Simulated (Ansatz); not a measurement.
# Cobalt, beta-Sn type under BLYP: from relaxation to bulk modulus

The plan for cobalt in the beta-Sn type structure: relax it, solve it on a dense k-mesh, then scale the cell to 7 volumes from 88 to 112 % of the relaxed one and try a fit of the equation of state. The start is ferromagnetic. The k-meshes are 15×15×10 for the relaxation; 26×26×13 for the dense run; 18×18×9 for the volumes.

Program: Ansatz 0.2.0. Level of theory: DFT BLYP, plane waves (420 eV) with PAW, scalar-relativistic; PBE-made PAW files. These are calculated values, not measurements.

## Step 1: The system as given

It takes space group I4_1/amd (No. 141, tetragonal). The conventional cell has a = 4.400 Å, b = 4.400 Å, c = 2.402 Å, α = 90.00°, β = 90.00°, γ = 90.00°. Around Co (site symmetry -4m2) lie 6 Co at 2.28 to 2.40 Å.

Structure file:

```
CELL_PARAMETERS angstrom
-2.19998 2.19998 1.20119
2.19998 -2.19998 1.20119
2.19998 2.19998 -1.20119
ATOMIC_POSITIONS crystal
Co 0.00000 0.00000 0.00000
Co 0.75000 0.25000 0.50000
```

Starting moments (μB): +1.7 ×2.

## Step 2: Relaxing cell and atoms

File input.yaml:

```yaml
crystal:
  lattice:
    - [-2.1999784191, 2.1999784191, 1.2011882168]
    - [2.1999784191, -2.1999784191, 1.2011882168]
    - [2.1999784191, 2.1999784191, -1.2011882168]
  atoms:
    - { symbol: Co, position: [0.0, 0.0, 0.0], spin: 1.7 }
    - { symbol: Co, position: [0.75, 0.25, 0.5], spin: 1.7 }
hamiltonian:
  xc: blyp
  pseudopotentials:
    kind: paw
    azcp:
      Co: "pseudopotentials/Co.paw.azcp"
basis:
  ecutwfc: 420
  fft_grid_basis: typed
kpoints:
  mp_grid: { grid: [15, 15, 10], shift: [0, 0, 0] }
magnetization:
  spin_polarized: true
scf:
  occupations: { method: fermi_dirac, width: 0.05 }
relax:
  max_steps: 60
  f_tol: 0.01
  cell: {}
```

Further steps of the session: The energy on a finer k-mesh; Equation of state: 88 %; Equation of state: 92 %; Equation of state: 96 %; Equation of state: 100 %; Equation of state: 104 %; Equation of state: 108 %; Equation of state: 112 %.

What does the calculation give? Wanted: space group; conventional cell; volume; shortest distance; gap on the mesh; magnetic state; V₀, B₀, B₀′.

The runs gave:

| quantity | value |
| --- | --- |
| space group (spins left aside) | P6_3/mmc (No. 194) |
| conventional cell | a = 2.532 Å, c = 4.090 Å (c/a = 1.616) |
| volume | 11.355 Å³/atom |
| shortest distance | 2.514 Å |
| gap on the mesh | none (levels filled in part) |
| magnetic state | ferromagnetic, up to 1.69 μB per atom |
| V₀, B₀, B₀′ | 11.325 Å³/atom, 190 GPa, 5.2 |

**Reading.** The relaxation shrank the cell by 2.3 % in volume. What began as beta-Sn type has relaxed into hcp. What follows belongs to that structure, not to the type named at the start. The mesh has less symmetry than the lattice, which may have let the distortion in. It ends ferromagnetic, with up to 1.69 μB per atom. Levels at the Fermi energy are filled in part, as in a metal. The fitted modulus is 190 GPa; letting shape and positions relax at each volume could only lower it.
